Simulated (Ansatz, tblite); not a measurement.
# C11H12N4: a ladder of methods and basis sets

The task here is to estimate one member of a computed series from the others.

The runs use Ansatz 0.2.0, Gaussian basis; as each input shows.

The runs, in order: GFN1-xTB, GFN2-xTB, PBE-D4/def2-TZVP, r2SCAN-D4/def2-TZVP, PBE-D4/def2-SVP, PBE0-D4/def2-SVP, MP2/def2-SVP, RPA/def2-SVP.

4 further runs of the same task are left out: 4 that didn't finish.

## The structure

The geometry is that of the singlet, from an earlier relaxation (PBE-D4/def2-SVP).

SMILES `CN(C)c1ccc(-c2ncccn2)nc1`, 27 atoms, charge 0, spin multiplicity 1.

Bond lengths: C1–N2 1.450 Å, C1–H16 1.115 Å, C1–H17 1.105 Å, C1–H18 1.114 Å, N2–C3 1.451 Å, N2–C4 1.377 Å, C3–H19 1.113 Å, C3–H20 1.105 Å, C3–H21 1.114 Å, C4–C5 1.422 Å, C4–C15 1.432 Å, C5–C6 1.392 Å, C5–H22 1.098 Å, C6–C7 1.412 Å, C6–H23 1.099 Å, C7–C8 1.485 Å, C7–N14 1.348 Å, C8–N9 1.355 Å and more. Angles: N2–C1–H16 112.2°, N2–C1–H17 109.4°, N2–C1–H18 111.9°, H16–C1–H17 107.9°, H16–C1–H18 107.4°, H17–C1–H18 107.8°, C1–N2–C3 120.0°, C1–N2–C4 119.8°, C3–N2–C4 120.1°, N2–C3–H19 112.0°, N2–C3–H20 109.3°, N2–C3–H21 112.3°, H19–C3–H20 107.8°, H19–C3–H21 107.4°, H20–C3–H21 107.9°, N2–C4–C5 122.3°, N2–C4–C15 121.8°, C5–C4–C15 115.8° and more.

Coordinates:

```xyz
27
C11H12N4
C    -3.8943    1.1504   -0.1584
N    -3.1292   -0.0806   -0.1349
C    -3.8123   -1.3602   -0.1393
C    -1.7547   -0.0308   -0.0725
C    -1.0388    1.1973   -0.0420
C     0.3520    1.1780    0.0142
C     1.0365   -0.0570    0.0435
C     2.5199   -0.0920    0.0996
N     3.1548    1.1054    0.1181
C     4.4895    1.0846    0.1666
C     5.2234   -0.1108    0.1983
C     4.4651   -1.2923    0.1741
N     3.1301   -1.2973    0.1259
N     0.3692   -1.2283    0.0209
C    -0.9566   -1.2192   -0.0323
H    -3.7351    1.7638    0.7587
H    -4.9714    0.9119   -0.2243
H    -3.6327    1.7865   -1.0348
H    -3.5147   -1.9896   -1.0082
H    -4.9029   -1.1920   -0.2020
H    -3.6099   -1.9496    0.7842
H    -1.5660    2.1602   -0.0641
H     0.9374    2.1074    0.0368
H     5.0002    2.0653    0.1831
H     6.3220   -0.1210    0.2388
H     4.9614   -2.2808    0.1971
H    -1.4429   -2.2094   -0.0469
```

PBE0-D4/def2-TZVP was run before; its log isn't repeated, and its numbers join the tables.

The first run:

Tight binding, by tblite at 300 K electronic temperature and without a spin-polarisation term:

```python
tblite.interface.Calculator('GFN1-xTB', numbers, positions, charge=0, uhf=0).singlepoint()
```

Tight binding, by tblite at 300 K electronic temperature and without a spin-polarisation term:

```python
tblite.interface.Calculator('GFN2-xTB', numbers, positions, charge=0, uhf=0).singlepoint()
```

start.molden holds the orbitals of an earlier run on this state, given as this run's starting guess.

File in.yaml:

```yaml
crystal:
  periodic: [false, false, false]
  atoms:
    - {symbol: C, position_ang: [-3.894309, 1.150400, -0.158419]}
    - {symbol: N, position_ang: [-3.129215, -0.080588, -0.134908]}
    - {symbol: C, position_ang: [-3.812316, -1.360181, -0.139282]}
    - {symbol: C, position_ang: [-1.754691, -0.030800, -0.072530]}
    - {symbol: C, position_ang: [-1.038847, 1.197287, -0.041988]}
    - {symbol: C, position_ang: [0.351973, 1.178042, 0.014152]}
    - {symbol: C, position_ang: [1.036549, -0.056967, 0.043471]}
    - {symbol: C, position_ang: [2.519942, -0.092022, 0.099575]}
    - {symbol: N, position_ang: [3.154761, 1.105379, 0.118114]}
    - {symbol: C, position_ang: [4.489549, 1.084627, 0.166582]}
    - {symbol: C, position_ang: [5.223410, -0.110750, 0.198337]}
    - {symbol: C, position_ang: [4.465091, -1.292324, 0.174109]}
    - {symbol: N, position_ang: [3.130129, -1.297282, 0.125890]}
    - {symbol: N, position_ang: [0.369191, -1.228311, 0.020867]}
    - {symbol: C, position_ang: [-0.956623, -1.219247, -0.032332]}
    - {symbol: H, position_ang: [-3.735106, 1.763808, 0.758650]}
    - {symbol: H, position_ang: [-4.971362, 0.911850, -0.224346]}
    - {symbol: H, position_ang: [-3.632723, 1.786509, -1.034780]}
    - {symbol: H, position_ang: [-3.514736, -1.989563, -1.008214]}
    - {symbol: H, position_ang: [-4.902873, -1.191998, -0.202011]}
    - {symbol: H, position_ang: [-3.609913, -1.949583, 0.784192]}
    - {symbol: H, position_ang: [-1.565969, 2.160209, -0.064113]}
    - {symbol: H, position_ang: [0.937351, 2.107433, 0.036839]}
    - {symbol: H, position_ang: [5.000229, 2.065326, 0.183095]}
    - {symbol: H, position_ang: [6.322050, -0.121032, 0.238822]}
    - {symbol: H, position_ang: [4.961353, -2.280824, 0.197106]}
    - {symbol: H, position_ang: [-1.442905, -2.209399, -0.046855]}
basis:
  gaussian: {orbitals: def2-TZVP, initial_orbitals: start.molden}
hamiltonian: {xc: pbe, dispersion: d4}
scf: {omitted_lower_state_checks: [starts]}
output: {forces: true, orbitals: {seedname: orbitals}}
```

Started as:

```console
$ ansatz run in.yaml --threads 6 --pin off --events-out ev --progress --plain --max-ram 7833MiB
```

Among the steps run: PBE-D4/def2-TZVP; r2SCAN-D4/def2-TZVP; PBE-D4/def2-SVP; PBE0-D4/def2-SVP; MP2/def2-SVP; RPA/def2-SVP.

One table of the session follows, with a row left open; its other results are not shown here.

It belongs to the step «Binding energy». 

```
              level  binding an atom (eV)
        HF/def2-SVP                 3.420
    PBE-D4/def2-SVP                 5.093
   PBE-D4/def2-TZVP                 5.013
r2SCAN-D4/def2-TZVP                 4.814
   PBE0-D4/def2-SVP                 4.955
  PBE0-D4/def2-TZVP                     ?
       MP2/def2-SVP                 4.692
```

Q: Estimate the row for PBE0-D4/def2-TZVP from the others.

As computed: binding an atom (eV): 4.875. In the column «binding an atom (eV)» it lies between r2SCAN-D4/def2-TZVP (4.814) and PBE0-D4/def2-SVP (4.955).

Limits of these values: Free atoms were run apart at each level; binding is atoms less cluster, divided by the number of atoms, without zero-point or spin-orbit terms.
